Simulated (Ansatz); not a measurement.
**Two self-consistent states of Ni3F4**

An SCF can end in more than one state. Here Ni3F4, a borrowed structure type, volume estimated, is run from each state found earlier: which lies lowest, and what else changes?

Computed, not measured: Ansatz 0.2.0, DFT, PBE, plane waves, PAW.

### Step 1. Geometry

It takes space group Fd-3m (No. 227, cubic). The conventional cell has a = 8.656 Å, b = 8.656 Å, c = 8.656 Å, α = 90.00°, β = 90.00°, γ = 90.00°. Ni (site symmetry -43m) has 4 F at 2.07 Å as nearest neighbours. Ni (site symmetry -3m) is surrounded by 6 F at 2.06 Å. F (site symmetry 3m) has 4 Ni at 2.06 to 2.07 Å as nearest neighbours.

As a file:

```
Ni F
1.0
     0.00000    4.32814    4.32814
     4.32814    0.00000    4.32814
     4.32814    4.32814    0.00000
Ni F
6 8
Direct
  0.12500 0.12500 0.12500
  0.87500 0.87500 0.87500
  0.50000 0.50000 0.50000
  0.00000 0.50000 0.50000
  0.50000 0.50000 0.00000
  0.50000 0.00000 0.50000
  0.26280 0.26280 0.26280
  0.28840 0.73720 0.73720
  0.26280 0.26280 0.71160
  0.73720 0.28840 0.73720
  0.71160 0.26280 0.26280
  0.73720 0.73720 0.73720
  0.26280 0.71160 0.26280
  0.73720 0.73720 0.28840
```

The states: A, Ni1 up, Ni2 up, Ni3 up, Ni4 down, Ni5 down, Ni6 down (collinear spin); B, Ni1 up, Ni2 up, Ni3 up, Ni4 up, Ni5 up, Ni6 up (collinear spin). Each run reads its own saved solution as saved_state.

### Step 2. Run from state A

The input, input.yaml:

```yaml
crystal:
  lattice:
    - [0.0, 4.328136, 4.328136]
    - [4.328136, 0.0, 4.328136]
    - [4.328136, 4.328136, 0.0]
  atoms:
    - { symbol: Ni, position: [0.125, 0.125, 0.125], spin: 2.0 }
    - { symbol: Ni, position: [0.875, 0.875, 0.875], spin: 2.0 }
    - { symbol: Ni, position: [0.5, 0.5, 0.5], spin: 2.0 }
    - { symbol: Ni, position: [0.0, 0.5, 0.5], spin: -2.0 }
    - { symbol: Ni, position: [0.5, 0.5, 0.0], spin: -2.0 }
    - { symbol: Ni, position: [0.5, 0.0, 0.5], spin: -2.0 }
    - { symbol: F, position: [0.2628, 0.2628, 0.2628] }
    - { symbol: F, position: [0.2884, 0.7372, 0.7372] }
    - { symbol: F, position: [0.2628, 0.2628, 0.7116] }
    - { symbol: F, position: [0.7372, 0.2884, 0.7372] }
    - { symbol: F, position: [0.7116, 0.2628, 0.2628] }
    - { symbol: F, position: [0.7372, 0.7372, 0.7372] }
    - { symbol: F, position: [0.2628, 0.7116, 0.2628] }
    - { symbol: F, position: [0.7372, 0.7372, 0.2884] }
kpoints:
  mp_grid: { grid: [5, 5, 5], shift: [0, 0, 0] }
magnetization:
  spin_polarized: true
scf:
  occupations: { method: fermi_dirac }
  lower_state_search: "off"
  max_iter: 200
hamiltonian:
  pseudopotentials: { kind: paw }
  xc: pbe
basis:
  ecutwfc: 420
  fft_grid_basis: typed
output:
  forces: true
  stress: true
  eigenvalues: true
  bader: true
  populations: true
  elf: true
  write_potential: true
  volumetric_format: npy
  dos:
    e_range: [-12, 8]
    de: 0.05
    projected: { site_lists: { F: [F], Ni: [Ni] } }
checkpoint:
  read: saved_state
```

### Step 4. State B: the run

input.yaml: that of step 2 with these lines changed.

```diff
@@ -9,5 +9,5 @@
     - { symbol: Ni, position: [0.5, 0.5, 0.5], spin: 2.0 }
-    - { symbol: Ni, position: [0.0, 0.5, 0.5], spin: -2.0 }
-    - { symbol: Ni, position: [0.5, 0.5, 0.0], spin: -2.0 }
-    - { symbol: Ni, position: [0.5, 0.0, 0.5], spin: -2.0 }
+    - { symbol: Ni, position: [0.0, 0.5, 0.5], spin: 2.0 }
+    - { symbol: Ni, position: [0.5, 0.5, 0.0], spin: 2.0 }
+    - { symbol: Ni, position: [0.5, 0.0, 0.5], spin: 2.0 }
     - { symbol: F, position: [0.2628, 0.2628, 0.2628] }
@@ -22,2 +22,13 @@
   mp_grid: { grid: [5, 5, 5], shift: [0, 0, 0] }
+  band_path:
+    path:
+      - [0.0, 0.0, 0.0]
+      - [0.5, 0.0, 0.5]
+      - [0.625, 0.25, 0.625]
+      - [0.375, 0.375, 0.75]
+      - [0.0, 0.0, 0.0]
+      - [0.5, 0.5, 0.5]
+      - [0.5, 0.25, 0.75]
+      - [0.5, 0.0, 0.5]
+    npoints: 8
 magnetization:
```

(Steps that only read results are left out.)

Q: Predict the outcome of this session. Wanted: for each run, free energy; largest site moment; size of the net moment; gap; pressure; largest force.

**Answer**, as computed:

| state | free energy (meV/atom) | largest site moment (μB) | size of the net moment (μB/cell) | gap (eV) | pressure (GPa) | largest force (eV/Å) | SCF cycles |
| --- | --- | --- | --- | --- | --- | --- | --- |
| A | 20.8 | 1.32 | 0.98 | metal | 10.1 | 0.39 | 28 |
| B | 0.0 | 1.33 | 8.28 | metal | 9.5 | 0.43 | 20 |

State B lies lowest, 20.8 meV per atom under state A. At the same volume their pressures differ by 0.5 GPa. Every run converged, so convergence alone does not show that a state is the lowest.

Keep in mind: a 3d oxide or halide that comes out metallic without a U or exact exchange, which may be an insulator in nature.
